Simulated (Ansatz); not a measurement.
# (ClBS)3 ring (B₃S₃Cl₃): geometry, orbitals and charge

Aim: characterise (ClBS)3 ring (B₃S₃Cl₃) as a singlet: its structure, frontier levels and distribution of charge.

Program: Ansatz 0.2.0, Gaussian basis. Level of theory: RKS PBE0-D4/def2-TZVP. These are calculated values, not measurements.

The runs, in order: relaxation at PBE-D4/def2-SVP; a single point at PBE0-D4/def2-TZVP.

2 further runs of the same task are left out: 2 set aside as unsound or not needed.

## 1. The starting structure

9 atoms, charge 0, spin multiplicity 1.

Atoms are counted from 1 here; the program's logs count them from 0.

Bond lengths: B1–Cl2 1.712 Å, B1–S3 1.816 Å, B1–S9 1.817 Å, S3–B4 1.817 Å, B4–Cl5 1.712 Å, B4–S6 1.816 Å, S6–B7 1.816 Å, B7–Cl8 1.712 Å, B7–S9 1.817 Å. Angles: Cl2–B1–S3 115.7°, Cl2–B1–S9 115.7°, S3–B1–S9 128.7°, B1–S3–B4 111.3°, S3–B4–Cl5 115.7°, S3–B4–S6 128.7°, Cl5–B4–S6 115.7°, B4–S6–B7 111.3°, S6–B7–Cl8 115.7°, S6–B7–S9 128.7°, Cl8–B7–S9 115.7°, B1–S9–B7 111.3°.

The start is a GFN2-xTB geometry.

## 2. Relaxation at PBE-D4/def2-SVP

Input file in.yaml:

```yaml
crystal:
  periodic: [false, false, false]
  atoms:
    - {symbol: B, position_ang: [-1.621240, 0.424080, -0.437580]}
    - {symbol: Cl, position_ang: [-3.222280, 0.845910, -0.873580]}
    - {symbol: S, position_ang: [-0.999370, -1.132010, -1.137170]}
    - {symbol: B, position_ang: [0.705060, -1.462670, -0.602670]}
    - {symbol: Cl, position_ang: [1.399000, -2.912270, -1.191770]}
    - {symbol: S, position_ang: [1.772010, -0.459540, 0.471880]}
    - {symbol: B, position_ang: [0.916530, 1.038510, 1.039880]}
    - {symbol: Cl, position_ang: [1.822600, 2.065700, 2.066430]}
    - {symbol: S, position_ang: [-0.772320, 1.592290, 0.664580]}
basis:
  gaussian: {orbitals: def2-SVP}
hamiltonian: {xc: pbe, dispersion: d4}
scf: {lower_state_search: "off"}
output: {orbitals: {seedname: orbitals}}
relax: {f_tol: 0.02, max_steps: 100}
```

Run with:

```
$ ansatz run in.yaml --threads 2 --pin off --events-out ev --progress --plain --max-ram 32768MiB --backend cpu
```

The runs that follow: Single point, PBE0-D4/def2-TZVP.

Before running them: what should the planned runs give, taken together? Wanted: point group; commonest bond; HOMO, LUMO at PBE0-D4/def2-TZVP; dipole at PBE-D4/def2-SVP.

**Answer**, as computed:

| quantity | value |
| --- | --- |
| point group | D3h |
| commonest bond | B–S, 6 of mean length 1.815 Å |
| HOMO, LUMO at PBE0-D4/def2-TZVP | -8.58, -2.32 eV |
| dipole at PBE-D4/def2-SVP | 0.00 D |

The molecule keeps its bonding pattern by the stored test; the atoms moved 0.02 Å (rms). No usable vibrations, so a minimum isn't proven. The HOMO lies nearest to S3, S9 about 36 % each; Cl5, Cl8 about 8 % each and the LUMO to B4 39 %; B7 19 %.
